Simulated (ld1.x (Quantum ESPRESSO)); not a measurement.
# Pseudopotential generation for aluminium: TM, PBE

Task: generate the file, and judge it by its errors in other configurations, its logarithmic derivatives, its ghosts and its cutoff.

Method: ld1.x (Quantum ESPRESSO) 7.5, PBE, scalar-relativistic.

### Step 1. The atom and the settings

The settings as typed:

```
element                        : aluminium (Al, Z = 13)
type                           : norm-conserving Troullier–Martins (Kleinman–Bylander form)
frozen core                    : [He]
valence charge                 : 11
reference configuration        : 2s2 2p6 3s2 3p1
partial waves                  : 2s (bound): rc 0.95 bohr; 2p (bound): rc 0.75 bohr; 3d channel at 0.05 Ry: rc 0.90 bohr
occupied shells without a wave : 3p, 3s
local potential                : all-electron potential smoothed inside 0.60 bohr (lloc = -1)
core correction                : Bessel-smoothed model core inside 0.60 bohr
```

An earlier all-electron run gives the scale for the radii.

All-electron outer shells of the reference configuration (PBE, scalar-relativistic, ld1.x):

| shell | level (eV) | outermost node (bohr) | outermost maximum (bohr) |
| --- | --- | --- | --- |
| 1s | -1511.14 | – | 0.08 |
| 2s | -108.17 | 0.16 | 0.50 |
| 2p | -69.64 | – | 0.43 |
| 3s | -7.75 | 0.80 | 2.09 |
| 3p | -2.71 | 0.82 | 2.64 |

### Step 2. Generating the potential

The input, Al.in:

```
 &input
   title='Al', zed=13., rel=1, dft='PBE', iswitch=3,
   config='[Ne] 3s2 3p1 3d-2',
   nld=3, rlderiv=1.05, eminld=-10.0, emaxld=5.0, deld=0.04
 /
 &inputp
   pseudotype=2, tm=.true., lloc=-1, rcloc=0.60,
   nlcc=.true., new_core_ps=.true., rcore=0.60,
   file_pseudopw='Al.UPF', file_wfcaegen='ae.wfc', file_wfcncgen='nc.wfc', file_beta='beta', file_chi='chi'
 /
3
2S  1  0   2.00   0.00  0.95  0.95  0.0
2P  2  1   6.00   0.00  0.75  0.75  0.0
3D  3  2  -2.00   0.05  0.90  0.90  0.0
 &test
   configts(1)='2s2 2p6 3s2 3p1'
 /
```

Run with:

```bash
$ ld1.x < Al.in > Al.out
```

The output, Al.out (without the banner and most projector matrices):

```text
     Program LD1 v.7.5
     --------------------------- All-electron run ----------------------------

     Al
     scalar relativistic calculation

     atomic number is 13.00
     dft =PBE   lsd =0 sic =0 latt =0  beta=0.20 tr2=1.0E-14
     Exchange-correlation= PBE
                           (   1   4   3   4   0   0   0)
     mesh =1135 r(mesh) = 100.48924 a.u. xmin = -7.00 dx = 0.01250
     1 Ry =  13.60569312 eV, c = 137.03599908

     n l     nl                  e(Ry)          e(Ha)          e(eV)
     1 0     1S 1( 2.00)      -111.0670       -55.5335     -1511.1441
     2 0     2S 1( 2.00)        -7.9500        -3.9750      -108.1651
     2 1     2P 1( 6.00)        -5.1187        -2.5593       -69.6432
     3 0     3S 1( 2.00)        -0.5698        -0.2849        -7.7529
     3 1     3P 1( 1.00)        -0.1993        -0.0997        -2.7121

     final scf error:  7.9E-15 reached in  23 iterations

     Etot =    -485.370441 Ry,    -242.685221 Ha,   -6603.801277 eV

     Ekin =     486.252059 Ry,     243.126029 Ha,    6615.796290 eV
     Encl =   -1160.737048 Ry,    -580.368524 Ha,  -15792.632076 eV
     Eh   =     225.977757 Ry,     112.988878 Ha,    3074.584008 eV
     Exc  =     -36.863208 Ry,     -18.431604 Ha,    -501.549499 eV

     normalization and overlap integrals

     s(1S/1S) =  1.000000  <r> =   0.1202  <r2> =    0.0195  r(max) =   0.0779
     s(2S/2S) =  1.000000  <r> =   0.6261  <r2> =    0.4701  r(max) =   0.4954
     s(2P/2P) =  1.000000  <r> =   0.6034  <r2> =    0.4632  r(max) =   0.4264
     s(3S/3S) =  1.000000  <r> =   2.5429  <r2> =    7.5539  r(max) =   2.0856
     s(3P/3P) =  1.000000  <r> =   3.4481  <r2> =   14.3562  r(max) =   2.6447

     ------------------------ End of All-electron run ------------------------

     --------------------- Generating NC pseudopotential ---------------------

      Generating local potential from pseudized AE potential:
      Matching radius rcloc =   0.6000

      Local pseudo, rcloc= 0.598 Estimated cut-off energy=    66.73 Ry

      Computing core charge for nlcc:

       r > 0.61 : true rho core
      Core charge pseudized with two Bessel functions
      Integrated core pseudo-charge :   3.05

      Wfc   2S  rcut= 0.961  Using Troullier-Martins method

      Wfc   2P  rcut= 0.748  Using Troullier-Martins method

      Wfc   3D  rcut= 0.891  Using Troullier-Martins method

     ------------------- End of pseudopotential generation -------------------

     [... the all-electron block is printed once more ...]


     Computing logarithmic derivative in   1.05529
     Computing logarithmic derivative in   1.05529
     Computing the partial wave expansion
     R is outside the sphere for l=    0 j= 0.00
     R is outside the sphere for l=    1 j= 0.00
     R is outside the sphere for l=    2 j= 0.00

     ---------------------- Testing the pseudopotential ----------------------

     Al
     scalar relativistic calculation

     atomic number is 13.00   valence charge is 11.00
     dft =PBE   lsd =0 sic =0 latt =0  beta=0.20 tr2=1.0E-14
     mesh =1135 r(mesh) = 100.48924 xmin = -7.00 dx = 0.01250

     n l     nl             e AE (Ry)        e PS (Ry)    De AE-PS (Ry)
     1 0     2S   1( 2.00)       -7.94999       -7.95000        0.00001
     2 1     2P   1( 6.00)       -5.11868       -5.11878        0.00010
     2 0     3S   1( 2.00)       -0.56982       -0.57769        0.00787  !
     3 1     3P   1( 1.00)       -0.19934       -0.19835       -0.00099

     eps = 9.4E-15  iter = 18

     Etot =    -485.370441 Ry,    -242.685221 Ha,   -6603.801277 eV
     Etotps =  -163.946674 Ry,     -81.973337 Ha,   -2230.608129 eV

     Ekin =     120.284554 Ry,      60.142277 Ha,    1636.554735 eV
     Encl =    -365.954446 Ry,    -182.977223 Ha,   -4979.063891 eV
     Ehrt =     120.162474 Ry,      60.081237 Ha,    1634.893742 eV
     Ecxc =     -21.908473 Ry,     -10.954237 Ha,    -298.079964 eV
     (Ecc =      -1.306367 Ry,      -0.653183 Ha,     -17.774026 eV)
     Epseu=     -16.530782 Ry,      -8.265391 Ha,    -224.912751 eV

     ---------------------- End of pseudopotential test ----------------------
```

Run time: 1.3 s. Hardware: 1 thread, shared host. (Generation and the later configuration tests together.)

All-electron and pseudo partial waves u(r) = r·R(r), from the program's wave files:

| r (bohr) | 2s AE | 2s PS | 2p AE | 2p PS |
| --- | --- | --- | --- | --- |
| 0.047 | -0.5762 | 0.1793 | 0.1132 | 0.0508 |
| 0.095 | -0.5021 | 0.3585 | 0.3447 | 0.1983 |
| 0.142 | -0.1815 | 0.5264 | 0.5860 | 0.4110 |
| 0.190 | 0.2027 | 0.6863 | 0.8029 | 0.6599 |
| 0.237 | 0.5482 | 0.8282 | 0.9715 | 0.8944 |
| 0.285 | 0.8351 | 0.9551 | 1.0966 | 1.0899 |
| 0.332 | 1.0439 | 1.0591 | 1.1765 | 1.2193 |
| 0.380 | 1.1877 | 1.1424 | 1.2207 | 1.2852 |
| 0.427 | 1.2704 | 1.2003 | 1.2341 | 1.2959 |
| 0.475 | 1.3067 | 1.2346 | 1.2239 | 1.2691 |
| 0.522 | 1.3058 | 1.2444 | 1.1963 | 1.2225 |
| 0.570 | 1.2770 | 1.2318 | 1.1549 | 1.1662 |
| 0.617 | 1.2295 | 1.1997 | 1.1055 | 1.1088 |
| 0.665 | 1.1674 | 1.1505 | 1.0490 | 1.0495 |
| 0.712 | 1.0984 | 1.0900 | 0.9903 | 0.9903 |
| 0.760 | 1.0233 | 1.0200 | 0.9287 | 0.9287 |
| 0.807 | 0.9481 | 0.9471 | 0.8683 | 0.8683 |
| 0.855 | 0.8718 | 0.8716 | 0.8075 | 0.8075 |
| 0.902 | 0.7991 | 0.7990 | 0.7496 | 0.7496 |
| 0.950 | 0.7279 | 0.7279 | 0.6928 | 0.6928 |
| 0.997 | 0.6619 | 0.6619 | 0.6398 | 0.6398 |
| 1.045 | 0.5988 | 0.5988 | 0.5886 | 0.5886 |
| 1.092 | 0.5412 | 0.5412 | 0.5413 | 0.5413 |
| 1.140 | 0.4870 | 0.4870 | 0.4961 | 0.4961 |
| 1.187 | 0.4381 | 0.4381 | 0.4548 | 0.4548 |
| 1.235 | 0.3925 | 0.3925 | 0.4156 | 0.4156 |

### Step 3. Testing the new file in other configurations

The input, Al.test.in:

```
 &input
   title='Al', zed=13., rel=1, dft='PBE', iswitch=2,
   config='[Ne] 3s2 3p1 3d-2'
 /
 &test
   file_pseudo='Al.UPF', nconf=8,
   configts(1)='2s2 2p6 3s2 3p1',
   configts(2)='2s2 2p6 3s2 3p0',
   configts(3)='2s2 2p6 3s1 3p0',
   configts(4)='2s2 2p6 3s0 3p0',
   configts(5)='2s2 2p6 3s2 3p1.3',
   configts(6)='2s2 2p5 3s2 3p1',
   configts(7)='2s2 2p6 3s1 3p2',
   configts(8)='2s2 2p6 3s0 3p3'
 /
```

Run with:

```bash
$ ld1.x < Al.test.in > Al.test.out
```

Al.test.out, the pseudopotential blocks:

```text
     ---------------------- Testing the pseudopotential ----------------------

     Al
     scalar relativistic calculation

     atomic number is 13.00   valence charge is 11.00
     dft =PBE   lsd =0 sic =0 latt =0  beta=0.20 tr2=1.0E-14
     mesh =1135 r(mesh) = 100.48924 xmin = -7.00 dx = 0.01250

     n l     nl             e AE (Ry)        e PS (Ry)    De AE-PS (Ry)
     1 0     2S   1( 2.00)       -7.94999       -7.95000        0.00001
     2 1     2P   1( 6.00)       -5.11868       -5.11878        0.00010
     2 0     3S   1( 2.00)       -0.56982       -0.57769        0.00787  !
     3 1     3P   1( 1.00)       -0.19934       -0.19835       -0.00099

     eps = 9.0E-15  iter = 18

     Etot =    -485.370441 Ry,    -242.685221 Ha,   -6603.801276 eV
     Etotps =  -163.946674 Ry,     -81.973337 Ha,   -2230.608128 eV

     Ekin =     120.284554 Ry,      60.142277 Ha,    1636.554735 eV
     Encl =    -365.954446 Ry,    -182.977223 Ha,   -4979.063891 eV
     Ehrt =     120.162474 Ry,      60.081237 Ha,    1634.893742 eV
     Ecxc =     -21.908473 Ry,     -10.954237 Ha,    -298.079964 eV
     (Ecc =      -1.306367 Ry,      -0.653183 Ha,     -17.774026 eV)
     Epseu=     -16.530782 Ry,      -8.265391 Ha,    -224.912751 eV

     ---------------------- End of pseudopotential test ----------------------

     ---------------------- Testing the pseudopotential ----------------------

     Al
     [...]
     n l     nl             e AE (Ry)        e PS (Ry)    De AE-PS (Ry)
     1 0     2S   1( 2.00)       -8.56277       -8.57224        0.00947  !
     2 1     2P   1( 6.00)       -5.73230       -5.74099        0.00870  !
     2 0     3S   1( 2.00)       -1.08854       -1.11945        0.03092  !
     3 1     3P   1( 0.00)       -0.66543       -0.69026        0.02483  !

     eps = 6.0E-15  iter = 14

     Etot =    -484.946999 Ry,    -242.473499 Ha,   -6598.040044 eV
     Etotps =  -163.512662 Ry,     -81.756331 Ha,   -2224.703106 eV
     dEtot_ae =       0.423443 Ry
     dEtot_ps =       0.434011 Ry,   Delta E=      -0.010568 Ry

     [...]
     ---------------------- End of pseudopotential test ----------------------

     ---------------------- Testing the pseudopotential ----------------------

     Al
     [...]
     n l     nl             e AE (Ry)        e PS (Ry)    De AE-PS (Ry)
     1 0     2S   1( 2.00)       -9.46422       -9.48481        0.02058  !
     2 1     2P   1( 6.00)       -6.63407       -6.65376        0.01968  !
     2 0     3S   1( 1.00)       -1.74543       -1.81949        0.07405  !
     3 1     3P   1( 0.00)       -1.26440       -1.33243        0.06803  !

     eps = 1.6E-15  iter = 14

     Etot =    -483.533964 Ry,    -241.766982 Ha,   -6578.814726 eV
     Etotps =  -162.049053 Ry,     -81.024526 Ha,   -2204.789684 eV
     dEtot_ae =       1.836478 Ry
     dEtot_ps =       1.897621 Ry,   Delta E=      -0.061143 Ry

     [...]
     ---------------------- End of pseudopotential test ----------------------

     ---------------------- Testing the pseudopotential ----------------------

     Al
     [...]
     n l     nl             e AE (Ry)        e PS (Ry)    De AE-PS (Ry)
     1 0     2S   1( 2.00)      -10.48406      -10.51402        0.02996  !
     2 1     2P   1( 6.00)       -7.65394       -7.68345        0.02951  !
     2 0     3S   1( 0.00)       -2.40341       -2.57977        0.17635  !
     3 1     3P   1( 0.00)       -1.85342       -2.04322        0.18980  !

     eps = 8.2E-15  iter =  7

     Etot =    -481.443415 Ry,    -240.721707 Ha,   -6550.371360 eV
     Etotps =  -159.853581 Ry,     -79.926791 Ha,   -2174.918769 eV
     dEtot_ae =       3.927026 Ry
     dEtot_ps =       4.093092 Ry,   Delta E=      -0.166066 Ry

     [...]
     ---------------------- End of pseudopotential test ----------------------

     ---------------------- Testing the pseudopotential ----------------------

     Al
     [...]
     n l     nl             e AE (Ry)        e PS (Ry)    De AE-PS (Ry)
     1 0     2S   1( 2.00)       -7.80868       -7.80578       -0.00291
     2 1     2P   1( 6.00)       -4.97726       -4.97456       -0.00270
     2 0     3S   1( 2.00)       -0.44077       -0.44468        0.00391
     3 1     3P   1( 1.30)       -0.08482       -0.07926       -0.00556  !

     eps = 1.5E-15  iter = 21

     Etot =    -485.412675 Ry,    -242.706338 Ha,   -6604.375895 eV
     Etotps =  -163.987883 Ry,     -81.993941 Ha,   -2231.168811 eV
     dEtot_ae =      -0.042234 Ry
     dEtot_ps =      -0.041209 Ry,   Delta E=      -0.001024 Ry

     [...]
     ---------------------- End of pseudopotential test ----------------------

     ---------------------- Testing the pseudopotential ----------------------

     Al
     [...]
     n l     nl             e AE (Ry)        e PS (Ry)    De AE-PS (Ry)
     1 0     2S   1( 2.00)       -9.88722       -9.90796        0.02074  !
     2 1     2P   1( 5.00)       -7.11150       -7.10236       -0.00914  !
     2 0     3S   1( 2.00)       -1.33962       -1.35928        0.01966  !
     3 1     3P   1( 1.00)       -0.84792       -0.84924        0.00132

     eps = 7.6E-16  iter = 19

     Etot =    -479.283753 Ry,    -239.641876 Ha,   -6520.987656 eV
     Etotps =  -157.860818 Ry,     -78.930409 Ha,   -2147.805852 eV
     dEtot_ae =       6.086689 Ry
     dEtot_ps =       6.085855 Ry,   Delta E=       0.000834 Ry

     [...]
     ---------------------- End of pseudopotential test ----------------------

     ---------------------- Testing the pseudopotential ----------------------

     Al
     [...]
     n l     nl             e AE (Ry)        e PS (Ry)    De AE-PS (Ry)
     1 0     2S   1( 2.00)       -8.08366       -8.08454        0.00088
     2 1     2P   1( 6.00)       -5.25152       -5.25346        0.00194
     2 0     3S   1( 1.00)       -0.63016       -0.63998        0.00982  !
     3 1     3P   1( 2.00)       -0.24571       -0.24272       -0.00300

     eps = 7.6E-15  iter = 17

     Etot =    -484.992719 Ry,    -242.496359 Ha,   -6598.662099 eV
     Etotps =  -163.558078 Ry,     -81.779039 Ha,   -2225.321021 eV
     dEtot_ae =       0.377723 Ry
     dEtot_ps =       0.388595 Ry,   Delta E=      -0.010873 Ry

     [...]
     ---------------------- End of pseudopotential test ----------------------

     ---------------------- Testing the pseudopotential ----------------------

     Al
     [...]
     n l     nl             e AE (Ry)        e PS (Ry)    De AE-PS (Ry)
     1 0     2S   1( 2.00)       -8.20664       -8.20865        0.00201
     2 1     2P   1( 6.00)       -5.37358       -5.37777        0.00419
     2 0     3S   1( 0.00)       -0.68211       -0.69390        0.01179  !
     3 1     3P   1( 3.00)       -0.28605       -0.28156       -0.00449

     eps = 1.4E-15  iter = 14

     Etot =    -484.602331 Ry,    -242.301166 Ha,   -6593.350606 eV
     Etotps =  -163.153085 Ry,     -81.576543 Ha,   -2219.810807 eV
     dEtot_ae =       0.768110 Ry
     dEtot_ps =       0.793589 Ry,   Delta E=      -0.025478 Ry

     [...]
     ---------------------- End of pseudopotential test ----------------------
```

Excitation and ionisation energies from 2s2 2p6 3s2 3p1, with the error of the potential.

```csv
valence configuration,charge,ΔE all-electron (eV),error AE − PS (meV)
2s2 2p6 3s2 3p0,+1,5.761,-144
2s2 2p6 3s1 3p0,+2,24.987,-832
2s2 2p6 3s0 3p0,+3,53.430,-2259
2s2 2p6 3s2 3p1.3,-0.3,-0.575,-14
2s2 2p5 3s2 3p1,+1,82.814,+11
2s2 2p6 3s1 3p2,0,5.139,-148
2s2 2p6 3s0 3p3,0,10.451,-347
```

### Step 4. Scattering by logarithmic derivatives

Taken from the files of the generation run. The phase is arctan(r·u′/u) with u = r·R, unwrapped, with energies in Ry. A pole is an energy at which the radial function vanishes at the test radius. The pseudo phase is shifted by a multiple of π to meet the all-electron one at the reference energy. Levels narrower than the energy grid can be missing from the poles. The last column is the largest difference on the grid between −1 and +1 Ry.

| channel | radius (bohr) | reference (Ry) | poles AE | poles PS | window around the reference with phases within 0.05 rad (Ry) | largest difference near zero (rad) |
| --- | --- | --- | --- | --- | --- | --- |
| s | 1.05 | -7.95 | -5.92 | -5.93 | below 4.3 | 0.013 |
| p | 1.05 | -5.12 | -3.39 | -3.38 | the whole range | 0.004 |
| d | 1.05 | 0.05 | none | none | the whole range | 0.000 |

Phases (rad) along the scan:

| E (Ry) | s AE | s PS | p AE | p PS |
| --- | --- | --- | --- | --- |
| -10.00 | 0.621 | 0.617 | 1.155 | 1.155 |
| -9.52 | 0.288 | 0.284 | 1.126 | 1.127 |
| -9.04 | -0.228 | -0.231 | 1.091 | 1.091 |
| -8.56 | -0.748 | -0.749 | 1.044 | 1.045 |
| -8.08 | -1.087 | -1.087 | 0.981 | 0.981 |
| -7.60 | -1.285 | -1.285 | 0.887 | 0.888 |
| -7.12 | -1.407 | -1.407 | 0.740 | 0.741 |
| -6.64 | -1.488 | -1.489 | 0.483 | 0.484 |
| -6.16 | -1.547 | -1.548 | 0.027 | 0.028 |
| -5.68 | -1.592 | -1.593 | -0.576 | -0.575 |
| -5.20 | -1.628 | -1.630 | -1.024 | -1.024 |
| -4.72 | -1.658 | -1.660 | -1.276 | -1.276 |
| -4.24 | -1.683 | -1.686 | -1.423 | -1.423 |
| -3.76 | -1.706 | -1.709 | -1.518 | -1.517 |
| -3.28 | -1.727 | -1.730 | -1.584 | -1.583 |
| -2.80 | -1.746 | -1.750 | -1.634 | -1.633 |
| -2.32 | -1.764 | -1.769 | -1.674 | -1.673 |
| -1.84 | -1.782 | -1.787 | -1.707 | -1.706 |
| -1.36 | -1.799 | -1.805 | -1.737 | -1.735 |
| -0.88 | -1.816 | -1.823 | -1.763 | -1.761 |
| -0.40 | -1.833 | -1.842 | -1.788 | -1.786 |
| 0.08 | -1.851 | -1.861 | -1.812 | -1.809 |
| 0.56 | -1.870 | -1.882 | -1.836 | -1.833 |
| 1.04 | -1.890 | -1.904 | -1.860 | -1.856 |
| 1.52 | -1.911 | -1.927 | -1.884 | -1.880 |
| 2.00 | -1.933 | -1.953 | -1.910 | -1.905 |
| 2.48 | -1.957 | -1.981 | -1.938 | -1.931 |
| 2.96 | -1.984 | -2.012 | -1.967 | -1.959 |
| 3.44 | -2.014 | -2.048 | -2.000 | -1.990 |
| 3.92 | -2.047 | -2.089 | -2.037 | -2.025 |
| 4.40 | -2.084 | -2.136 | -2.078 | -2.063 |
| 4.88 | -2.127 | -2.192 | -2.125 | -2.107 |

### Step 5. Cutoff and ghost test in a Bessel basis

A separate test, outside the generator: the pseudo-atom's Hamiltonian at the reference potential is diagonalised in spherical Bessel functions j_l(qr) that vanish at 20 bohr, with q² up to the cutoff.

All-electron valence levels (Ry): 2s -7.9500, 3s -0.5698, 2p -5.1187, 3p -0.1993. The lowest levels of each channel (Ry) by cutoff; the last column sums, over occupied levels, occupation times the distance from the level at 400 Ry. A positive value at high cutoff is not a bound level.

| cutoff (Ry) | s #1 | s #2 | p #1 | p #2 | d #1 | f #1 | Σ f·Δε (mRy) |
| --- | --- | --- | --- | --- | --- | --- | --- |
| 8 | -5.6824 | -0.3652 | -0.7728 | -0.0115 | 0.0454 | 0.1021 | 31219.9 |
| 18 | -7.4578 | -0.5168 | -1.4464 | -0.0437 | 0.0452 | 0.1021 | 23292.3 |
| 35 | -7.9189 | -0.5718 | -2.3680 | -0.0854 | 0.0452 | 0.1021 | 16688.7 |
| 55 | -7.9440 | -0.5775 | -3.1278 | -0.1184 | 0.0452 | 0.1021 | 12035.1 |
| 90 | -7.9482 | -0.5776 | -4.1399 | -0.1598 | 0.0452 | 0.1021 | 5912.6 |
| 140 | -7.9499 | -0.5776 | -4.8806 | -0.1891 | 0.0452 | 0.1021 | 1436.1 |
| 230 | -7.9500 | -0.5777 | -5.1145 | -0.1982 | 0.0452 | 0.1021 | 23.0 |
| 260 | -7.9500 | -0.5777 | -5.1172 | -0.1983 | 0.0452 | 0.1021 | 6.6 |
| 400 | -7.9500 | -0.5777 | -5.1183 | -0.1983 | 0.0452 | 0.1021 | 0.0 |

The sum stays within 10 mRy from 260 Ry and within 1 mRy only somewhere over 300 Ry. The sum leaves out empty levels, which can need more. Ghost test: no level below the all-electron spectrum of its channel (s, p, d, f tested).

### Step 6. Results

| quantity | value |
| --- | --- |
| cutoffs for 10 and 1 mRy, occupied levels | 260 Ry and over 300 Ry |
| bound ghosts | none found |
| largest miss of a reference level | 107 meV (3s) |
| largest test error (AE − PS) | -2259 meV, for 2s2 2p6 3s0 3p0 |
| largest phase difference near zero energy, channels read | 0.013 rad |

In words: Already in the reference configuration the 3s level is off by 107 meV; it has no partial wave or projector of its own. The worst unpolarised test, 2s2 2p6 3s0 3p0, is off by 2259 meV on 53.4 eV; by total energies transferability rates as poor. That test lies far up in energy; among those under 40 eV, nearer to bonding, the largest error is 832 meV. By its cutoff, 260 Ry for the looser tolerance, it is very hard. The tighter tolerance needs over 300 Ry, and converged work needs a cutoff nearer that. The slowest occupied level is 2p: taken alone it needs 300 Ry to come within 1 mRy, against 200 Ry for 3p. The Bessel-basis test finds no level below the valence levels. Near zero energy the phases of the channels with partial waves agree within 0.013 rad. These are tests on the free atom; a crystal test is still owed.
